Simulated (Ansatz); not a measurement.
# S (diamond type): how the settings move a single-point run

How sensitive is a single-point run of S (diamond type) to its settings? A reference run comes first, then one run with altered input.

Program: Ansatz 0.2.0. Level of theory: reference: DFT, PBEsol, PAW with Ansatz's default frozen-core files, scalar-relativistic. These are calculated values, not measurements.

**1. The starting structure**

The structure is cubic, space group Fd-3m (No. 227). The conventional cell has a = 4.996 Å, b = 4.996 Å, c = 4.996 Å, α = 90.00°, β = 90.00°, γ = 90.00°. S (site symmetry -43m) is surrounded by 4 S at 2.16 Å.

As a file:

```
CELL_PARAMETERS angstrom
0.00000 2.49804 2.49804
2.49804 0.00000 2.49804
2.49804 2.49804 0.00000
ATOMIC_POSITIONS crystal
S 0.87500 0.87500 0.87500
S 0.12500 0.12500 0.12500
```

**2. Baseline**

input.yaml

```yaml
crystal:
  lattice:
    - [0.0, 2.4980432615, 2.4980432615]
    - [2.4980432615, 0.0, 2.4980432615]
    - [2.4980432615, 2.4980432615, 0.0]
  atoms:
    - { symbol: S, position: [-0.125, -0.125, -0.125] }
    - { symbol: S, position: [0.125, 0.125, 0.125] }
kpoints:
  mp_grid: { grid: [13, 13, 13] }
scf:
  occupations: { method: fermi_dirac, width: 0.05 }
hamiltonian:
  xc: pbesol
  pseudopotentials: { kind: paw }
output:
  forces: true
  stress: true
  eigenvalues: true
  populations: true
```

On the command line:

```console
ansatz run input.yaml --threads 1 --pin off --max-ram 2048MiB --backend cpu --events-out ev --progress --plain --runs-dir out
```

**3. Variant: symmetry.detect false, mp_grid.grid [16, 16, 16]**

Edit input.yaml of step 2 so:

```diff
@@ -8,4 +8,5 @@
     - { symbol: S, position: [0.125, 0.125, 0.125] }
+  symmetry: { detect: false }
 kpoints:
-  mp_grid: { grid: [13, 13, 13] }
+  mp_grid: { grid: [16, 16, 16] }
 scf:
```

**Question.** What will these runs give? Wanted: for each run, ending; energy change; pressure; gap; force.

The runs gave:

```
                                                run     ending  energy change  pressure (GPa)  gap (eV)  force (eV/Å)  cycles   time
                                          reference  converged              0            34.4      0.00          0.00       6  2.1 s
1: symmetry.detect false, mp_grid.grid [16, 16, 16]  converged  +1.4 meV/atom            34.1      0.00          0.00       6   85 s
```

Residual by cycle in the longest SCF loop of each run; runs are numbered as in the table. The quantity is the density residual dr2, in eV.

```
cycle  reference    run 1
    1    0.00187  0.00211
    2     8.7e-4    0.001
    3     7.2e-5   7.9e-5
    4     1.5e-5   1.8e-5
    5     2.8e-7   3.3e-7
    6     5.9e-8   7.0e-8
```

**Reading.** Changing the use of symmetry and k-point mesh moves the energy by +1.4 meV/atom. Sampling errors of the energy have no fixed sign. The other settings changed steer the path, not the converged energy, so the shift is the mesh's. Cost: 85 s against 2.1 s. Semilocal functionals close small gaps, so the missing gap need not be the real solid's. The structure is not at rest: the sound run finds 34 GPa, so these are no properties of the relaxed crystal. 
